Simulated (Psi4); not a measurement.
# BCl2F (SMILES FB(Cl)Cl): a chain of runs

Wanted: a geometry optimisation (CAM-B3LYP/def2-SVP), then the harmonic vibrations, then a single-point energy (MP2-F12/cc-pVDZ-F12) of BCl2F. 

Program for the calculation: Psi4 1.11.

## Step 1: The molecule

BCl2F has 4 atoms, charge 0, and is taken as a singlet. As SMILES, `FB(Cl)Cl`. The coordinates come from a GFN2-xTB relaxation. The run starts from this shape.

Bond lengths: B1–Cl2 1.712 Å, B1–Cl3 1.712 Å, B1–F4 1.323 Å. Angles: Cl2–B1–Cl3 123.6°, Cl2–B1–F4 118.2°, Cl3–B1–F4 118.2°.

## Step 2: A structure relaxation at CAM-B3LYP/def2-SVP (density fitting) (run 1)

calc.inp reads:

```
memory 1600 MB

molecule geom {
  B     -0.037880    -0.063210    -0.000480
  Cl     1.671570    -0.146640     0.013750
  Cl    -0.914230     1.407130    -0.016990
  F     -0.719460    -1.197280     0.003720
}

set basis def2-SVP
set geom_maxiter 60

result = optimize("cam-b3lyp")
```

On the command line:

```sh
$ psi4 calc.inp calc.out -n 1
```

calc.out:

```text
Psi4 1.11 release

gradient() will perform analytic gradient computation.

   => Loading Basis Set <=

    Name: DEF2-SVP
    Role: ORBITAL
    Keyword: BASIS

         ---------------------------------------------------------
                                   SCF
                              RKS Reference
                        1 Threads,   1525 MiB Core
         ---------------------------------------------------------

  ==> Geometry <==

    Molecular point group: c1
    Full point group: C1

    Geometry (in Angstrom), charge = 0, multiplicity = 1:

       Center              X                  Y                   Z               Mass
    ------------   -----------------  -----------------  -----------------  -----------------
         B           -0.161924583754    -0.269678531013    -0.000000643443    11.009305360000
         CL           1.547525416246    -0.353108531013     0.014229356557    34.968852682000
         CL          -1.038274583754     1.200661468987    -0.016510643443    34.968852682000
         F           -0.843504583754    -1.403748531013     0.004199356557    18.998403162730

  Running in c1 symmetry.

  Rotational constants: A =      0.24383  B =      0.10593  C =      0.07385 [cm^-1]
  Rotational constants: A =   7309.72725  B =   3175.79488  C =   2213.92847 [MHz]
  Nuclear repulsion =  183.247378343285163

  Charge       = 0
  Multiplicity = 1
  Electrons    = 48
  Nalpha       = 24
  Nbeta        = 24

  ==> Algorithm <==

  SCF Algorithm Type is DF.
  DIIS enabled.
  MOM disabled.
  Fractional occupation disabled.
  Guess Type is SAD.
  Energy threshold   = 1.00e-08
  Density threshold  = 1.00e-08
  Integral threshold = 1.00e-12

  ==> Primary Basis <==

  Basis Set: DEF2-SVP
    Blend: DEF2-SVP
    Number of shells: 28
    Number of basis functions: 64
    Number of Cartesian functions: 68
    Spherical Harmonics?: true
    Max angular momentum: 2

  ==> DFT Potential <==

   => LibXC <=

    Version 7.1.2

   => Composite Functional: CAM-B3LYP <=

    CAM-B3LYP Hyb-GGA Exchange-Correlation Functional

    Deriv               =              1
    GGA                 =           TRUE
    Meta                =          FALSE

    Exchange Hybrid     =           TRUE
    MP2 Hybrid          =          FALSE

   => Exchange Functionals <=

    0.3500         Becke 88 [omega = 0.3300]
    0.4600   Short-range recipe for B88 functional - erf [omega = 0.3300]

   => Exact (HF) Exchange <=

    0.4600            HF,LR [omega = 0.3300]
    0.1900               HF

   => Correlation Functionals <=

    0.1900   Vosko, Wilk & Nusair (VWN5)
    0.8100   Lee, Yang & Parr

   => LibXC Density Thresholds  <==

    XC_HYB_GGA_XC_CAM_B3LYP:  1.00E-14

   => Molecular Quadrature <=

    Radial Scheme          =       TREUTLER
    Pruning Scheme         =           NONE
    Nuclear Scheme         =       TREUTLER

    Blocking Scheme        =         OCTREE
    BS radius alpha        =              1
    Pruning alpha          =              1
    Radial Points          =             75
    Spherical Points       =            302
    Total Points           =          85157
    Total Blocks           =            710
    Max Points             =            256
    Max Functions          =             62
    Weights Tolerance      =       1.00E-15

   => Loading Basis Set <=

    Name: (DEF2-SVP AUX)
    Role: JKFIT
    Keyword: DF_BASIS_SCF

  ==> Integral Setup <==

  DFHelper Memory: AOs need 0.039 GiB; user supplied 0.995 GiB.
  SCF_SUBTYPE=INCORE selected. In-core MEM_DF algorithm will be used.
  Using in-core AOs.

  ==> MemDFJK: Density-Fitted J/K Matrices <==

    J tasked:                   Yes
    K tasked:                   Yes
    wK tasked:                  Yes
    Omega:                3.300E-01
    Memory [MiB]:              1018
    Algorithm:                 Core
    Schwarz Cutoff:           1E-12
    Mask sparsity (%):       2.4902
    Fitting Condition:        1E-10

   => Auxiliary Basis Set <=

  Basis Set: (DEF2-SVP AUX)
    Blend: DEF2-UNIVERSAL-JKFIT
    Number of shells: 126
    Number of basis functions: 408
    Number of Cartesian functions: 492
    Spherical Harmonics?: true
    Max angular momentum: 4

  Cached 100.0% of DFT collocation blocks in 0.123 [GiB].

  Minimum eigenvalue in the overlap matrix is 1.7925772066E-02.
  Reciprocal condition number of the overlap matrix is 4.9340979362E-03.
    Using symmetric orthogonalization.

  ==> Pre-Iterations <==

  SCF Guess: Superposition of Atomic Densities via on-the-fly atomic UHF (no occupation information).

   -------------------------
    Irrep   Nso     Nmo
   -------------------------
     A         64      64
   -------------------------
    Total      64      64
   -------------------------

  ==> Iterations <==

                           Total Energy        Delta E     RMS |[F,P]|

[... 2 lines left out ...]
   @DF-RKS iter   2: -1044.78398400426045    8.32497e-03   6.58156e-03 DIIS/ADIIS
[... 3 lines left out ...]
   @DF-RKS iter   6: -1044.83817246184685   -3.48858e-06   5.86114e-06 DIIS
[... 3 lines left out ...]
   @DF-RKS iter  10: -1044.83817258776003   -1.38698e-11   1.18230e-08 DIIS
[... 34 lines left out ...]
  @DF-RKS Final Energy: -1044.83817258775980
[... 6 lines left out ...]
    DFT Exchange-Correlation Energy =     -54.0883243863530296
[... 17 lines left out ...]
 Dipole X            :         -0.3863299            0.4839588            0.0976289
[... 121 lines left out ...]
	                                 ==> Convergence Check <==
[... 86 lines left out ...]
    Weights Tolerance      =       1.00E-15
[... 55 lines left out ...]
   @DF-RKS iter   2: -1044.83901758169964   -6.64695e-06   3.45235e-04 DIIS/ADIIS
[... 3 lines left out ...]
   @DF-RKS iter   6: -1044.83917859879148   -2.88628e-09   1.76713e-07 DIIS
[... 3 lines left out ...]
  Energy and wave function converged.
[... 17 lines left out ...]
    One-Electron Energy =               -1803.9292670556978919
[... 3 lines left out ...]
    VV10 Nonlocal Energy =                  0.0000000000000000
[... 17 lines left out ...]
 Dipole Z            :          0.0166315           -0.0076414            0.0089901
[... 94 lines left out ...]
	   Step    Total Energy     Delta E     Max Force     RMS Force      Max Disp      RMS Disp
[... 90 lines left out ...]
   @DF-RKS iter   0: -1044.77325623126330   -1.04477e+03   4.53513e-03
[... 3 lines left out ...]
   @DF-RKS iter   4: -1044.83296836682644   -3.05884e-05   4.89980e-05 DIIS
[... 3 lines left out ...]
   @DF-RKS iter   8: -1044.83297324548494   -1.19326e-09   1.12598e-07 DIIS
[... 9 lines left out ...]
    Final Occupation by Irrep:
[... 11 lines left out ...]
    Two-Electron Energy =                 631.3691977267319544
[... 3 lines left out ...]
    Total Energy =                      -1044.8329732455495105
[... 58 lines left out ...]
    Weights Tolerance      =       1.00E-15
[... 54 lines left out ...]
	  Convergence Criteria     1.00e-06 *    3.00e-04 *             o    1.20e-03 *             o
[... 89 lines left out ...]
   @DF-RKS iter   1: -1044.83696233775822    2.50992e-03   1.98680e-04 DIIS/ADIIS
[... 3 lines left out ...]
   @DF-RKS iter   5: -1044.83711514358424   -3.63742e-07   1.44368e-06 DIIS
[... 3 lines left out ...]
   @DF-RKS iter   9: -1044.83711515336950   -5.91172e-12   6.19717e-09 DIIS
[... 17 lines left out ...]
    Nuclear Repulsion Energy =            181.1919405895765181
[... 3 lines left out ...]
    Empirical Dispersion Energy =           0.0000000000000000
[... 17 lines left out ...]
 Dipole Y            :         -0.7541084            0.8296778            0.0755694
[... 90 lines left out ...]
	Measures of convergence in internal coordinates in au.
[... 93 lines left out ...]
                           Total Energy        Delta E     RMS |[F,P]|
[... 4 lines left out ...]
   @DF-RKS iter   3: -1044.83926493487888   -2.42749e-05   7.46418e-05 DIIS
[... 3 lines left out ...]
   @DF-RKS iter   7: -1044.83927436636418   -4.87171e-09   2.02964e-07 DIIS
[... 9 lines left out ...]
    Final Occupation by Irrep:
[... 11 lines left out ...]
    Two-Electron Energy =                 631.4692099778000056
[... 3 lines left out ...]
    Total Energy =                      -1044.8392743665999660
[... 58 lines left out ...]
    Weights Tolerance      =       1.00E-15
[... 54 lines left out ...]
	  Convergence Criteria     1.00e-06 *    3.00e-04 *             o    1.20e-03 *             o
[... 95 lines left out ...]
   @DF-RKS iter   1: -1044.83929360236539    7.88932e-04   4.67934e-05 DIIS
[... 3 lines left out ...]
   @DF-RKS iter   5: -1044.83929849413789   -9.58175e-09   4.28026e-07 DIIS
[... 3 lines left out ...]
  Energy and wave function converged.
[... 11 lines left out ...]
       1A   -101.595156     2A   -101.595121     3A    -24.801671
       4A     -9.551375     5A     -9.551346     6A     -7.318954
       7A     -7.318929     8A     -7.313293     9A     -7.313281
[... 4 lines of this table left out ...]
      22A     -0.424441    23A     -0.404419    24A     -0.388240

    Virtual:

      25A      0.020934    26A      0.108683    27A      0.182377
      28A      0.224389    29A      0.244489    30A      0.263577
      31A      0.310206    32A      0.448163    33A      0.659456
[... 9 lines of this table left out ...]
      61A      3.125604    62A      3.368902    63A      3.457780
      64A      3.839902

    Final Occupation by Irrep:
              A
    DOCC [    24 ]
    NA   [    24 ]
    NB   [    24 ]

  @DF-RKS Final Energy: -1044.83929849466699

   => Energetics <=

    Nuclear Repulsion Energy =            181.3513695011280902
    One-Electron Energy =               -1803.7054723259775528
    Two-Electron Energy =                 631.5891988106865256
    DFT Exchange-Correlation Energy =     -54.0743944805040115
    Empirical Dispersion Energy =           0.0000000000000000
    VV10 Nonlocal Energy =                  0.0000000000000000
    Total Energy =                      -1044.8392984946669912

Computation Completed

Properties will be evaluated at   0.000000,   0.000000,   0.000000 [a0]

Properties computed using the SCF density matrix

 Multipole Moments:

 ------------------------------------------------------------------------------------
     Multipole            Electronic (a.u.)      Nuclear  (a.u.)        Total (a.u.)
 ------------------------------------------------------------------------------------

 L = 1.  Multiply by 2.5417464519 to convert [e a0] to [Debye]
 Dipole X            :         -0.4450940            0.4976357            0.0525417
 Dipole Y            :         -0.7407287            0.8281603            0.0874316
 Dipole Z            :          0.0012963           -0.0016581           -0.0003618
 Magnitude           :                                                    0.1020051

 ------------------------------------------------------------------------------------

	total time  =          3 seconds =       0.05 minutes

         ------------------------------------------------------------
                                   SCF GRAD
         ------------------------------------------------------------

  ==> Geometry <==

    Molecular point group: c1
    Full point group: C1

    Geometry (in Angstrom), charge = 0, multiplicity = 1:

       Center              X                  Y                   Z               Mass
    ------------   -----------------  -----------------  -----------------  -----------------
         B           -0.177230178247    -0.294948354826     0.000457624001    11.009305360000
         CL           1.564694150724    -0.353160806823     0.014625744222    34.968852682000
         CL          -1.046371179026     1.215746857827    -0.016418688364    34.968852682000
         F           -0.851333575202    -1.416775284157     0.003034943342    18.998403162730

  Nuclear repulsion =  181.351369501128147

   => Molecular Quadrature <=

    Radial Scheme          =       TREUTLER
    Pruning Scheme         =           NONE
    Nuclear Scheme         =       TREUTLER

    Blocking Scheme        =         OCTREE
    BS radius alpha        =              1
    Pruning alpha          =              1
    Radial Points          =             75
    Spherical Points       =            302
    Total Points           =          85139
    Total Blocks           =            714
    Max Points             =            254
    Max Functions          =             61
    Weights Tolerance      =       1.00E-15

  -Total Gradient:
     Atom            X                  Y                   Z
    ------   -----------------  -----------------  -----------------
       1       -0.000058719490    -0.000098960034    -0.000036026157
       2        0.000073780519    -0.000033379740     0.000011799970
       3       -0.000064430625     0.000049516781     0.000010157743
       4        0.000027520538     0.000046464637     0.000014173461

	total time  =          1 seconds =       0.02 minutes

    			-----------------------------------------

    			 OPTKING 3.0: for geometry optimizations

    			        with contributions from

    			-----------------------------------------

	                            ===> Fragment 1 <==

	 Z (Atomic Numbers)          Masses                          Geom
	       5.000000            11.009305         -0.33491650 -0.55737161  0.00086478
	      17.000000            34.968853          2.95684341 -0.66737720  0.02763865
	      17.000000            34.968853         -1.97735495  2.29742860 -0.03102682
	       9.000000            18.998403         -1.60878730 -2.67731727  0.00573521

	 - Coordinate -           - BOHR/RAD -       - ANG/DEG -
	 R(1,2)           =         3.293706           1.742954
	 R(1,3)           =         3.293707           1.742955
	 R(1,4)           =         2.473245           1.308785
[... 5 lines of this table left out ...]
	 O(4,1,2,3)       =         0.000371           0.021262

	        --- Internal Coordinate Step in ANG or DEG, aJ/ANG or AJ/DEG ---
	-------------------------------------------------------------------------------
	           Coordinate      Previous         Force          Change          New
	           ----------      --------        ------          ------        ------
	               R(1,2)       1.74295       -0.00066       -0.00014       1.74282
	               R(1,3)       1.74295       -0.00066       -0.00014       1.74282
	               R(1,4)       1.30878        0.00053        0.00007       1.30886
[... 5 lines of this table left out ...]
	           O(4,1,2,3)       0.02126       -0.00000       -0.02141      -0.00015
	-------------------------------------------------------------------------------

	                                 ==> Convergence Check <==

	Measures of convergence in internal coordinates in au.

	Criteria marked as inactive (o), active & met (*), and active & unmet ( ).

	----------------------------------------------------------------------------------------------
	   Step    Total Energy     Delta E     Max Force     RMS Force      Max Disp      RMS Disp
	----------------------------------------------------------------------------------------------
	  Convergence Criteria     1.00e-06 *    3.00e-04 *             o    1.20e-03 *             o
	----------------------------------------------------------------------------------------------
	     6   -1044.83929849   -2.41e-05      8.01e-05 *    4.81e-05 o    3.74e-04 *    2.58e-04 o  ~
	----------------------------------------------------------------------------------------------

Next Geometry in Ang
	Fragment 1 (Ang)

	    B  -0.1772364742  -0.2949554412   0.0006011866
	   Cl   1.5645552495  -0.3530232967   0.0145801515
	   Cl  -1.0461837070   1.2156890600  -0.0164604061
	    F  -0.8513758501  -1.4168479100   0.0029786912

    Final optimized geometry and variables:
    Molecular point group: c1
    Full point group: C1

    Geometry (in Angstrom), charge = 0, multiplicity = 1:

    B           -0.177230178247    -0.294948354826     0.000457624001
    CL           1.564694150724    -0.353160806823     0.014625744222
    CL          -1.046371179026     1.215746857827    -0.016418688364
    F           -0.851333575202    -1.416775284157     0.003034943342

    Psi4 run time: 0:00:38.64

[set-up sections that repeat, and orbital energies of the middle runs, are left out above]
```

On the terminal:

```text
Optimizer: Optimization complete!
```

Run time: 41 s. Hardware: 1 thread of AMD EPYC 7R43 (Zen 3), shared host; peak memory 0.39 GiB.

Steps, from the record of the run:

| step | energy from the first frame kept (eV) | largest force (eV/Å) |
| --- | --- | --- |
| 0 | 0.0000 | 1.3056 |
| 1 | -0.0274 | 0.5198 |
| 2 | 0.1415 | 1.8715 |
| 3 | 0.0288 | 1.0872 |
| 4 | -0.0300 | 0.1585 |
| 5 | -0.0306 | 0.0062 |

After the run. Bond lengths: B1–Cl2 1.743 Å, B1–Cl3 1.743 Å, B1–F4 1.309 Å. Angles: Cl2–B1–Cl3 121.8°, Cl2–B1–F4 119.1°, Cl3–B1–F4 119.1°.

(Part 1 of 2 ends here.)
